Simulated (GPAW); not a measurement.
# HfB (Fm-3m) in GPAW: a series of runs

Runs on HfB. Level: r2SCAN+U. Tasks: single point.

All numbers are computed with GPAW 26.7.0; they aren't measurements. Logs are shortened: lines on timing, memory, paths and dates and some standing lists are left out, and cuts for length are marked. The log counts tension as positive stress, the text compression.

### 1 The structure

It takes space group Fm-3m (No. 225, cubic). Conventional cell: a = 4.620 Å, b = 4.620 Å, c = 4.620 Å, α = 90.00°, β = 90.00°, γ = 90.00°. Around Hf (site symmetry m-3m) lie 6 B at 2.31 Å. B (site symmetry m-3m) has 6 Hf at 2.31 Å as nearest neighbours.

### 2 Single point, r2SCAN+U

Contents of run.py:

```python
from ase.dft.bandgap import bandgap
from ase.io import read, write
from ase.units import GPa
from gpaw import GPAW, PW

atoms = read('POSCAR')

calc = GPAW(mode=PW(800),
            xc='MGGA_X_R2SCAN+MGGA_C_R2SCAN',
            kpts={'size': (10, 10, 10), 'gamma': True},
            occupations={'name': 'fermi-dirac', 'width': 0.05},
            setups={'Hf': ':d,3.0'},
            nbands=17,
            convergence={'density': 1e-05, 'energy': 1e-05},
            maxiter=150,
            txt='gpaw.txt')
atoms.calc = calc
energy = atoms.get_potential_energy()
forces = atoms.get_forces()
stress = atoms.get_stress()
calc.write('gs.gpw')
write('result.traj', atoms)
print(f'Energy: {energy:.6f} eV')
print('Forces (eV/A):')
print(forces.round(4))
print('Stress (GPa):', (stress / GPa).round(3))
print('Fermi level:', round(calc.get_fermi_level(), 4), 'eV')
print(f'Gap: {bandgap(calc)[0]:.4f} eV, direct: {bandgap(calc, direct=True)[0]:.4f} eV')
```

Contents of POSCAR:

```
HfB
1.0
    0.0000000000      2.3100000000      2.3100000000
    2.3100000000      0.0000000000      2.3100000000
    2.3100000000      2.3100000000      0.0000000000
Hf B
1 1
Direct
    0.5000000000      0.5000000000      0.5000000000
    0.0000000000      0.0000000000      0.0000000000
```

Potentials or basis: GPAW PAW data sets (gpaw-data 1.2.1), pw.

Started as:

```bash
$ OMP_NUM_THREADS=1 python run.py
```

gpaw.txt:

```text
__  _  _
 | _ |_)|_||  |
 |__||  | ||/\| - 26.7.0

Input parameters:
  mode=PW(ecut=800.0),
  convergence={'density': 1e-05, 'energy': 1e-05},
  kpts=MonkhorstPack(size=(10, 10, 10), gamma=True),
  maxiter=150,
  nbands=17,
  occupations=Occupations(name='fermi-dirac', width=0.05),
  setups={'Hf': ':d,3.0'},
  xc=XC(name='MGGA_X_R2SCAN+MGGA_C_R2SCAN')

Diagonalizing LCAO Hamiltonian
Converting LCAO to pw mode

               Hf

       B

Atoms  # Å, Bohr magnetons
|   | symbol |        x |        y |        z |    initial magnetic moments |
|---|--------|----------|----------|----------|-----------------------------|
| 0 |     Hf | 2.310000 | 2.310000 | 2.310000 | ( 0.0000,  0.0000,  0.0000) |
| 1 |      B | 0.000000 | 0.000000 | 0.000000 | ( 0.0000,  0.0000,  0.0000) |

Unit cell  # Å
| periodic |        x |        y |        z |  lengths |    angles |
|----------|----------|----------|----------|----------|-----------|
|      yes | 0.000000 | 2.310000 | 2.310000 | 3.266833 | 60.000000 |
|      yes | 2.310000 | 0.000000 | 2.310000 | 3.266833 | 60.000000 |
|      yes | 2.310000 | 2.310000 | 0.000000 | 3.266833 | 60.000000 |

Number of symmetries: 48
Symmetry operations  # r_c * U_cc + t_c -> r_c
|    | kind |            matrix            |
|----|------|------------------------------|
|  0 |  σ   |  1, 0, 0,  1, 0,-1,  1,-1, 0 |
|  1 |  C2  |  1, 0, 0,  1,-1, 0,  1, 0,-1 |
|  2 |  E   |  1, 0, 0,  0, 1, 0,  0, 0, 1 |
|  3 |  σ   |  1, 0, 0,  0, 0, 1,  0, 1, 0 |
|  4 |  C4  |  1, 0,-1,  1, 0, 0,  1,-1, 0 |
|  5 |  S6  |  1, 0,-1,  1,-1, 0,  1, 0, 0 |
|  6 |  σ   |  1, 0,-1,  0, 1,-1,  0, 0,-1 |
|  7 |  C3  |  1, 0,-1,  0, 0,-1,  0, 1,-1 |
|  8 |  S6  |  1,-1, 0,  1, 0, 0,  1, 0,-1 |
|  9 |  C4  |  1,-1, 0,  1, 0,-1,  1, 0, 0 |
| 10 |  C3  |  1,-1, 0,  0,-1, 1,  0,-1, 0 |
| 11 |  σ   |  1,-1, 0,  0,-1, 0,  0,-1, 1 |
| 12 |  σ   |  0, 1, 0,  1, 0, 0,  0, 0, 1 |
| 13 |  C4  |  0, 1, 0,  0, 1,-1, -1, 1, 0 |
| 14 |  C3  |  0, 1, 0,  0, 0, 1,  1, 0, 0 |
| 15 |  S6  |  0, 1, 0, -1, 1, 0,  0, 1,-1 |
| 16 |  C2  |  0, 1,-1,  1, 0,-1,  0, 0,-1 |
| 17 |  σ   |  0, 1,-1,  0, 1, 0, -1, 1, 0 |
| 18 |  S4  |  0, 1,-1,  0, 0,-1,  1, 0,-1 |
| 19 |  C4  |  0, 1,-1, -1, 1, 0,  0, 1, 0 |
| 20 |  C3  |  0, 0, 1,  1, 0, 0,  0, 1, 0 |
| 21 |  σ   |  0, 0, 1,  0, 1, 0,  1, 0, 0 |
| 22 |  S6  |  0, 0, 1,  0,-1, 1, -1, 0, 1 |
| 23 |  C4  |  0, 0, 1, -1, 0, 1,  0,-1, 1 |
| 24 |  S4  |  0, 0,-1,  1, 0,-1,  0, 1,-1 |
| 25 |  C3  |  0, 0,-1,  0, 1,-1,  1, 0,-1 |
| 26 |  C2  |  0, 0,-1,  0,-1, 0, -1, 0, 0 |
| 27 |  S6  |  0, 0,-1, -1, 0, 0,  0,-1, 0 |
| 28 |  S4  |  0,-1, 1,  1,-1, 0,  0,-1, 0 |
| 29 |  C4  |  0,-1, 1,  0, 0, 1, -1, 0, 1 |
| 30 |  C2  |  0,-1, 1,  0,-1, 0,  1,-1, 0 |
| 31 |  σ   |  0,-1, 1, -1, 0, 1,  0, 0, 1 |
| 32 |  C3  |  0,-1, 0,  1,-1, 0,  0,-1, 1 |
| 33 |  S6  |  0,-1, 0,  0, 0,-1, -1, 0, 0 |
| 34 |  S4  |  0,-1, 0,  0,-1, 1,  1,-1, 0 |
| 35 |  C2  |  0,-1, 0, -1, 0, 0,  0, 0,-1 |
| 36 |  C2  | -1, 1, 0,  0, 1, 0,  0, 1,-1 |
| 37 |  S6  | -1, 1, 0,  0, 1,-1,  0, 1, 0 |
| 38 |  S4  | -1, 1, 0, -1, 0, 1, -1, 0, 0 |
| 39 |  C3  | -1, 1, 0, -1, 0, 0, -1, 0, 1 |
| 40 |  S6  | -1, 0, 1,  0, 0, 1,  0,-1, 1 |
| 41 |  C2  | -1, 0, 1,  0,-1, 1,  0, 0, 1 |
| 42 |  C3  | -1, 0, 1, -1, 1, 0, -1, 0, 0 |
| 43 |  S4  | -1, 0, 1, -1, 0, 0, -1, 1, 0 |
| 44 |  C2  | -1, 0, 0,  0, 0,-1,  0,-1, 0 |
| 45 |  i   | -1, 0, 0,  0,-1, 0,  0, 0,-1 |
| 46 |  σ   | -1, 0, 0, -1, 1, 0, -1, 0, 1 |
| 47 |  C2  | -1, 0, 0, -1, 0, 1, -1, 1, 0 |

BZ-sampling:
[... 73 lines left out ...]

  B:
    name:    Boron
    Z:       5.0
    valence: 3
    core:    2
    charge:  0.0  # [|e|]
    compensation charges:
      type: gauss
      rc: 0.20  # [Å]
      lmax: 2
    cutoffs:
      filter: 1.14  # [Å]
      core: 1.38  # [Å]
    projectors
    | kind |    occ | energy [eV] | rcut [Å] |
    |------|--------|-------------|----------|
    |   2s |  2.000 |      -9.443 |    0.635 |
    |   2p |  1.000 |      -3.606 |    0.635 |
    |    s |        |      17.768 |    0.635 |
    |    p |        |      23.605 |    0.635 |
    |    d |        |       0.000 |    0.635 |

    Using partial waves for B as LCAO basis

Reference energy: -410555.604843  # eV

eigensolver:
  PPCG
  Converge bands: occupied
  niter=2

density mixing:
  MSR1-Mixer
  Pratt-step length: 0.05
  Maximum mixing coefficient: 0.75
  Old densities: 10
  SVD Regularization: 0.005
  Good broyden scale: 1.0
  Trust region scale: 1.0
  Backstep threshold: 4.0
  History deletion threshold: 6.0
  Fourier metric: weight=20.0, sigma=0.015

occupation numbers:
  Fermi-Dirac:
    width: 0.0500  # eV

poisson solver:
  ecut: 6400.0  # eV

xc functional:
  name: MGGA_X_R2SCAN+MGGA_C_R2SCAN with 2 nearest neighbor stencil

convergence criteria:
- Maximum integral of absolute [dens]ity change: 1e-05 electrons / valence electron
- Maximum [total energy] change in last 3 cyles: 1e-05 eV / valence electron
- Maximum integral of absolute [eigenst]ate change: 4e-08 eV^2 / valence electron
maximum number of iterations: 150

SCF iterations
|iter     | |      energy | eigst |  dens |
|---------|-|-------------|-------|-------|
|iter:   1| |  -28.409214 | -0.26 |       |
|iter:   2| |  -26.037612 | -1.74 | -0.92 |
|iter:   3| |  -25.557615 | -1.71 | -0.98 |
|iter:   4| |  -25.608627 | -2.26 | -1.45 |
|iter:   5| |  -25.641072 | -3.00 | -2.04 |
|iter:   6| |  -25.641656 | -4.49 | -2.67 |
|iter:   7| |  -25.642185 | -4.64 | -3.01 |
|iter:   8| |  -25.642188 | -6.77 | -3.74 |
|iter:   9| |  -25.642186c| -7.65c| -4.25 |
|iter:  10| |  -25.642186c| -8.50c| -5.21c|

Converged in 10 steps
Energy contributions relative to reference atoms: (reference = -410555.604843)

Energy contributions:
  Kinetic:          47.410304
  Coulomb:         -42.288033
  Zero:             -0.485617
  External:          0.000000
  Xc:              -30.276303
  Entropy:          -0.005073
  Spinorbit:         0.000000
  ----------------------------
  Free energy:     -25.644722
  Extrapolated:    -25.642186

dipole moment: (-7.107764, -7.107764, -7.107764)  # |e|*Ang

Fermi level: 10.721
Eigenvalues  # (at kpt = [0.000, 0.000, 0.000])
| band index |      eig [eV] | occ [0-2] |
|------------|---------------|-----------|
|          0 |       -51.408 |     2.000 |
|          1 |       -19.395 |     2.000 |
|          2 |       -19.395 |     2.000 |
|          3 |       -19.395 |     2.000 |
|          4 |         0.308 |     2.000 |
|          5 |        13.840 |     0.000 |
|          6 |        13.840 |     0.000 |
|          7 |        13.840 |     0.000 |
|          8 |        14.774 |     0.000 |
|          9 |        14.774 |     0.000 |
|         10 |        14.774 |     0.000 |
|         11 |        15.031 |     0.000 |
|         12 |        15.031 |     0.000 |
|        ... |               |           |
|         16 |        37.256 |     0.000 |

No gap
No difference between direct/indirect transitions

Forces  # eV/Ang
|       x |        y |       z |
|---------|----------|---------|
| 0.00000 | -0.00000 | 0.00000 |  # Hf   0
| 0.00000 |  0.00000 | 0.00000 |  # B    1

Stress tensor  # eV/Ang^3
|         x |         y |         z |
|-----------|-----------|-----------|
| -0.267984 |  0.000000 |  0.000000 |
|  0.000000 | -0.267984 | -0.000000 |
|  0.000000 | -0.000000 | -0.267984 |

# Writing to gs.gpw (mode='')
```

stdout:

```text
Energy: -25.642186 eV
Forces (eV/A):
[[ 0. -0.  0.]
 [ 0.  0.  0.]]
Stress (GPa): [-42.936 -42.936 -42.936  -0.      0.      0.   ]
Fermi level: 10.7206 eV
Gap: 0.0000 eV, direct: 0.0000 eV
```

Wall time 66 s (1 thread of Arm Neoverse V2, shared host); peak memory 0.3 GiB.

What came out:

```yaml
Free_energy: -25.6447 eV
Pressure: 42.9 GPa
Band_gap_on_the_k_mesh: none (metal or under the smearing width)
```

Caveat: a pressure of tens of GPa on the cell as given is suspect, and the run, the potentials or the cell itself is likely at fault; the PAW data sets were made with another functional, which shifts forces and pressure a little; U without spin polarisation on a metal has little footing; the U is typed as a test and isn't derived for this compound. Spin-orbit coupling is left out, which matters for the levels of Hf.

### 3 Single point, r2SCAN+U

Edit run.py of step 2 so:

```diff
@@ -11,3 +11,3 @@
             occupations={'name': 'fermi-dirac', 'width': 0.05},
-            setups={'Hf': ':d,3.0'},
+            setups={'Hf': ':d,4.0'},
             nbands=17,
```

POSCAR is that of step 2.

Potentials or basis: GPAW PAW data sets (gpaw-data 1.2.1), pw.

Started as:

```bash
$ OMP_NUM_THREADS=1 python run.py
```

gpaw.txt:

```text
__  _  _
 | _ |_)|_||  |
 |__||  | ||/\| - 26.7.0

Input parameters:
  mode=PW(ecut=800.0),
  convergence={'density': 1e-05, 'energy': 1e-05},
  kpts=MonkhorstPack(size=(10, 10, 10), gamma=True),
  maxiter=150,
  nbands=17,
  occupations=Occupations(name='fermi-dirac', width=0.05),
  setups={'Hf': ':d,4.0'},
  xc=XC(name='MGGA_X_R2SCAN+MGGA_C_R2SCAN')

Diagonalizing LCAO Hamiltonian
Converting LCAO to pw mode

               Hf

       B

Atoms  # Å, Bohr magnetons
|   | symbol |        x |        y |        z |    initial magnetic moments |
|---|--------|----------|----------|----------|-----------------------------|
| 0 |     Hf | 2.310000 | 2.310000 | 2.310000 | ( 0.0000,  0.0000,  0.0000) |
| 1 |      B | 0.000000 | 0.000000 | 0.000000 | ( 0.0000,  0.0000,  0.0000) |

Unit cell  # Å
| periodic |        x |        y |        z |  lengths |    angles |
|----------|----------|----------|----------|----------|-----------|
|      yes | 0.000000 | 2.310000 | 2.310000 | 3.266833 | 60.000000 |
|      yes | 2.310000 | 0.000000 | 2.310000 | 3.266833 | 60.000000 |
[... 209 lines left out ...]
  Zero:             -0.469797
  External:          0.000000
  Xc:              -29.503900
  Entropy:          -0.003532
  Spinorbit:         0.000000
  ----------------------------
  Free energy:     -24.804050
  Extrapolated:    -24.802284

dipole moment: (-7.106652, -7.106652, -7.106652)  # |e|*Ang

Fermi level: 10.842
Eigenvalues  # (at kpt = [0.000, 0.000, 0.000])
| band index |      eig [eV] | occ [0-2] |
|------------|---------------|-----------|
|          0 |       -51.507 |     2.000 |
|          1 |       -19.480 |     2.000 |
|          2 |       -19.480 |     2.000 |
|          3 |       -19.480 |     2.000 |
|          4 |         0.338 |     2.000 |
|          5 |        14.227 |     0.000 |
|          6 |        14.227 |     0.000 |
|          7 |        14.227 |     0.000 |
|          8 |        14.840 |     0.000 |
|          9 |        14.840 |     0.000 |
|         10 |        14.840 |     0.000 |
|         11 |        15.148 |     0.000 |
|         12 |        15.148 |     0.000 |
|        ... |               |           |
|         16 |        37.528 |     0.000 |

No gap
No difference between direct/indirect transitions

Forces  # eV/Ang
|       x |       y |       z |
|---------|---------|---------|
| 0.00000 | 0.00000 | 0.00000 |  # Hf   0
| 0.00000 | 0.00000 | 0.00000 |  # B    1

Stress tensor  # eV/Ang^3
|         x |         y |         z |
|-----------|-----------|-----------|
| -0.291800 |  0.000000 |  0.000000 |
|  0.000000 | -0.291800 | -0.000000 |
|  0.000000 | -0.000000 | -0.291800 |

# Writing to gs.gpw (mode='')
```

Wall time 66 s (1 thread of Arm Neoverse V2, shared host); peak memory 0.3 GiB.

What came out:

```yaml
Free_energy: -24.8041 eV
Pressure: 46.8 GPa
Band_gap_on_the_k_mesh: none (metal or under the smearing width)
```

Levels at points of the mesh, in eV from the Fermi level:
| k point | band 5 | band 6 | band 7 | band 8 | band 9 | band 10 | band 11 | band 12 |
| --- | --- | --- | --- | --- | --- | --- | --- | --- |
| (0.00, 0.00, 0.00) | -10.50 | 3.38 | 3.38 | 3.38 | 4.00 | 4.00 | 4.00 | 4.31 |
| (0.50, 0.50, 0.00) | -7.42 | -1.54 | -0.44 | 2.17 | 2.17 | 6.38 | 9.72 | 9.81 |
| (0.50, 0.50, 0.50) | -5.30 | -4.88 | -1.47 | -1.47 | 8.11 | 8.11 | 8.47 | 8.91 |

Caveat: a pressure of tens of GPa on the cell as given is suspect, and the run, the potentials or the cell itself is likely at fault; the PAW data sets were made with another functional, which shifts forces and pressure a little; U without spin polarisation on a metal has little footing; the U is typed as a test and isn't derived for this compound.

### 4 Single point, r2SCAN+U

Edit run.py of step 3 so:

```diff
@@ -11,3 +11,3 @@
             occupations={'name': 'fermi-dirac', 'width': 0.05},
-            setups={'Hf': ':d,4.0'},
+            setups={'Hf': ':d,5.0'},
             nbands=17,
```

POSCAR is that of step 3.

Started as:

```bash
$ OMP_NUM_THREADS=1 python run.py
```

Run time: 69 s. Hardware: 1 thread of Arm Neoverse V2, shared host; peak memory 0.3 GiB.

The run converged. Its results:

```
Free energy            : -23.9871 eV
Pressure               : 50.7 GPa
Band gap on the k mesh : none (metal or under the smearing width)
```

Levels at points of the mesh, in eV from the Fermi level:
```
           k point  band 4  band 5  band 6  band 7  band 8  band 9  band 10  band 11  band 12  band 13
(0.00, 0.00, 0.00)  -30.55  -10.62    3.64    3.64    3.64    3.92     3.92     3.92     4.28     4.28
(0.50, 0.50, 0.00)  -30.80   -7.48   -1.66   -0.28    2.07    2.07     6.36     9.60    10.24    10.24
(0.50, 0.50, 0.50)  -30.63   -5.34   -4.98   -1.49   -1.49    8.35     8.45     8.45     9.14    14.18
```

Caveat: a pressure of tens of GPa on the cell as given is suspect, and the run, the potentials or the cell itself is likely at fault; the PAW data sets were made with another functional, which shifts forces and pressure a little; U without spin polarisation on a metal has little footing; the U is typed as a test and isn't derived for this compound.

### 5 Single point, r2SCAN+U

Edit run.py of step 4 so:

```diff
@@ -11,3 +11,3 @@
             occupations={'name': 'fermi-dirac', 'width': 0.05},
-            setups={'Hf': ':d,5.0'},
+            setups={'Hf': ':d,6.0'},
             nbands=17,
```

POSCAR is that of step 4.

Potentials or basis: GPAW PAW data sets (gpaw-data 1.2.1), pw.

Started as:

```bash
$ OMP_NUM_THREADS=1 python run.py
```

gpaw.txt:

```text
__  _  _
 | _ |_)|_||  |
 |__||  | ||/\| - 26.7.0

Input parameters:
  mode=PW(ecut=800.0),
  convergence={'density': 1e-05, 'energy': 1e-05},
  kpts=MonkhorstPack(size=(10, 10, 10), gamma=True),
  maxiter=150,
  nbands=17,
  occupations=Occupations(name='fermi-dirac', width=0.05),
  setups={'Hf': ':d,6.0'},
  xc=XC(name='MGGA_X_R2SCAN+MGGA_C_R2SCAN')

Diagonalizing LCAO Hamiltonian
Converting LCAO to pw mode

               Hf

       B

Atoms  # Å, Bohr magnetons
|   | symbol |        x |        y |        z |    initial magnetic moments |
|---|--------|----------|----------|----------|-----------------------------|
| 0 |     Hf | 2.310000 | 2.310000 | 2.310000 | ( 0.0000,  0.0000,  0.0000) |
| 1 |      B | 0.000000 | 0.000000 | 0.000000 | ( 0.0000,  0.0000,  0.0000) |

Unit cell  # Å
| periodic |        x |        y |        z |  lengths |    angles |
[... 206 lines left out ...]

Converged in 11 steps
Energy contributions relative to reference atoms: (reference = -410555.604843)

Energy contributions:
  Kinetic:          49.267115
  Coulomb:         -43.886061
  Zero:             -0.439602
  External:          0.000000
  Xc:              -28.133085
  Entropy:          -0.002801
  Spinorbit:         0.000000
  ----------------------------
  Free energy:     -23.194434
  Extrapolated:    -23.193034

dipole moment: (-7.104358, -7.104358, -7.104358)  # |e|*Ang

Fermi level: 11.173
Eigenvalues  # (at kpt = [0.000, 0.000, 0.000])
| band index |      eig [eV] | occ [0-2] |
|------------|---------------|-----------|
|          0 |       -51.698 |     2.000 |
|          1 |       -19.646 |     2.000 |
|          2 |       -19.646 |     2.000 |
|          3 |       -19.646 |     2.000 |
|          4 |         0.401 |     2.000 |
|          5 |        14.977 |     0.000 |
|          6 |        14.977 |     0.000 |
|          7 |        14.977 |     0.000 |
|          8 |        15.042 |     0.000 |
|          9 |        15.042 |     0.000 |
|         10 |        15.042 |     0.000 |
|         11 |        15.389 |     0.000 |
|         12 |        15.389 |     0.000 |
|        ... |               |           |
|         16 |        38.136 |     0.000 |

No gap
No difference between direct/indirect transitions

Forces  # eV/Ang
|        x |       y |        z |
|----------|---------|----------|
|  0.00000 | 0.00000 | -0.00000 |  # Hf   0
| -0.00000 | 0.00000 |  0.00000 |  # B    1

Stress tensor  # eV/Ang^3
|         x |         y |         z |
|-----------|-----------|-----------|
| -0.341694 |  0.000000 | -0.000000 |
|  0.000000 | -0.341694 | -0.000000 |
| -0.000000 | -0.000000 | -0.341694 |

# Writing to gs.gpw (mode='')
```

Run time: 72 s. Hardware: 1 thread of Arm Neoverse V2, shared host; peak memory 0.3 GiB.

Results:

* Free energy: -23.1944 eV
* Pressure: 54.7 GPa
* Band gap on the k mesh: none (metal or under the smearing width)

Caveat: a pressure of tens of GPa on the cell as given is suspect, and the run, the potentials or the cell itself is likely at fault; the PAW data sets were made with another functional, which shifts forces and pressure a little; U without spin polarisation on a metal has little footing; the U is typed as a test and isn't derived for this compound. The run has no spin-orbit coupling, so splittings on Hf are missing.

### 6 Overview

| U | gap on the mesh (eV) | pressure (GPa) |
| --- | --- | --- |
| Hf d U = 3 eV | none | 42.9 |
| Hf d U = 4 eV | none | 46.8 |
| Hf d U = 5 eV | none | 50.7 |
| Hf d U = 6 eV | none | 54.7 |

Alike in all rows: task single point; level r2SCAN+U; potentials or basis GPAW PAW data sets (gpaw-data 1.2.1), pw; no spin polarisation; cell as given; k mesh 10 × 10 × 10; cutoff (eV) 800; smearing fermi-dirac 0.05 eV.

Every run on the cell as given and a fine mesh finds a metal.

Caveats: a pressure of tens of GPa on the cell as given is suspect, and the run, the potentials or the cell itself is likely at fault; the PAW data sets were made with another functional, which shifts forces and pressure a little; U without spin polarisation on a metal has little footing; the U is typed as a test and isn't derived for this compound.

Total energies depend on the potentials used, so only differences within one code and one set of settings carry meaning.
